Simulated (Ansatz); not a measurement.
# CH₃Cl₂InO: up Jacob's ladder to CCSD(T)

An exercise on one series of results from a longer session: the logs are not shown, and one member is left open.

Program: Ansatz 0.2.0, Gaussian basis. Level of theory: functionals in def2-TZVPP, the program's frozen cores in correlated methods. These are calculated values, not measurements.

The runs, in order: LDA (SPW92), PBE-D4, revPBE-D4, BLYP-D4, r2SCAN-D4, B97M-V, PBE0-D4, B3LYP-D4, r2SCANh-D4, r2SCAN0-D4, HSE06-D4, BHLYP-D4, CAM-B3LYP-D4, LC-ωPBE, ωB97X-V, ωB97M-V, B2PLYP, PBE-QIDH; CCSD(T)/def2-SVP; CCSD(T)/def2-TZVPP; MP2/def2-QZVPP; extrapolation to the limit; RPA on PBE.

### Structure used throughout

All runs share one geometry, relaxed beforehand with PBE0-D4 in a triple-zeta def2 set. In takes the def2 core potential; no spin-orbit term is included.

SMILES `C[O][In]([Cl])[Cl]`, 8 atoms, charge 0, spin multiplicity 1.

Atoms are counted from 1 here; the program's logs count them from 0.

Bond lengths: C1–O2 1.412 Å, C1–H6 1.094 Å, C1–H7 1.096 Å, C1–H8 1.097 Å, O2–In3 1.957 Å, In3–Cl4 2.308 Å, In3–Cl5 2.291 Å. Angles: O2–C1–H6 108.3°, O2–C1–H7 110.6°, O2–C1–H8 113.7°, H6–C1–H7 108.2°, H6–C1–H8 107.9°, H7–C1–H8 108.0°, C1–O2–In3 121.9°, O2–In3–Cl4 118.2°, O2–In3–Cl5 120.4°, Cl4–In3–Cl5 121.4°.

The first run:

Input file in.yaml:

```yaml
crystal:
  periodic: [false, false, false]
  atoms:
    - {symbol: C, position_ang: [0.021347, -0.843111, 1.101849]}
    - {symbol: O, position_ang: [0.400952, 0.452093, 0.688356]}
    - {symbol: In, position_ang: [0.081722, 1.092459, -1.132810]}
    - {symbol: Cl, position_ang: [-1.100843, -0.267817, -2.574580]}
    - {symbol: Cl, position_ang: [0.831324, 3.156483, -1.785504]}
    - {symbol: H, position_ang: [-0.347307, -0.781977, 2.130459]}
    - {symbol: H, position_ang: [0.882634, -1.520302, 1.085762]}
    - {symbol: H, position_ang: [-0.769821, -1.287827, 0.486458]}
basis:
  gaussian: {orbitals: def2-TZVPP}
hamiltonian: {xc: lda}
output: {orbitals: {seedname: orbitals}}
```

Command:

```console
$ ansatz run in.yaml --threads 4 --pin off --events-out ev --progress --plain --max-ram 10444MiB
```

Steps of the session up to this table: LDA; PBE-D4 (GGA); revPBE-D4 (GGA); BLYP-D4 (GGA); r2SCAN-D4 (meta-GGA); B97M-V (meta-GGA); PBE0-D4 (hybrid); B3LYP-D4 (hybrid); r2SCANh-D4 (hybrid); r2SCAN0-D4 (hybrid); HSE06-D4 (hybrid); BHLYP-D4 (hybrid); CAM-B3LYP-D4 (range-separated); LC-ωPBE (range-separated); ωB97X-V (range-separated); ωB97M-V (range-separated); B2PLYP (double hybrid); PBE-QIDH (double hybrid).

One of the session's tables, all rows but one given; the rest of the session is left out.

```
  functional  HOMO (eV)  LUMO (eV)  gap (eV)
 LDA (SPW92)      -6.90      -3.73      3.17
      PBE-D4      -6.72      -3.40      3.32
   revPBE-D4          ?          ?         ?
     BLYP-D4      -6.63      -3.35      3.28
   r2SCAN-D4      -7.03      -3.21      3.82
      B97M-V      -7.12      -3.26      3.86
     PBE0-D4      -8.22      -2.52      5.71
    B3LYP-D4      -7.99      -2.83      5.16
  r2SCANh-D4      -7.59      -2.89      4.70
  r2SCAN0-D4      -8.45      -2.41      6.04
    HSE06-D4      -7.82      -2.89      4.93
    BHLYP-D4      -9.70      -1.63      8.07
CAM-B3LYP-D4      -9.68      -1.56      8.12
     LC-ωPBE     -11.03      -0.24     10.79
     ωB97X-V     -10.69      -0.42     10.27
     ωB97M-V     -10.61      -0.55     10.05
```

Estimate the missing values for revPBE-D4.

**Answer.** HOMO (eV): -6.65; LUMO (eV): -3.27; gap (eV): 3.38. In the column «HOMO (eV)» it lies between PBE-D4 (-6.72) and BLYP-D4 (-6.63).

To keep in mind: All levels share the lack of spin-orbit coupling, which lowers the free heavy atoms and so the true binding.
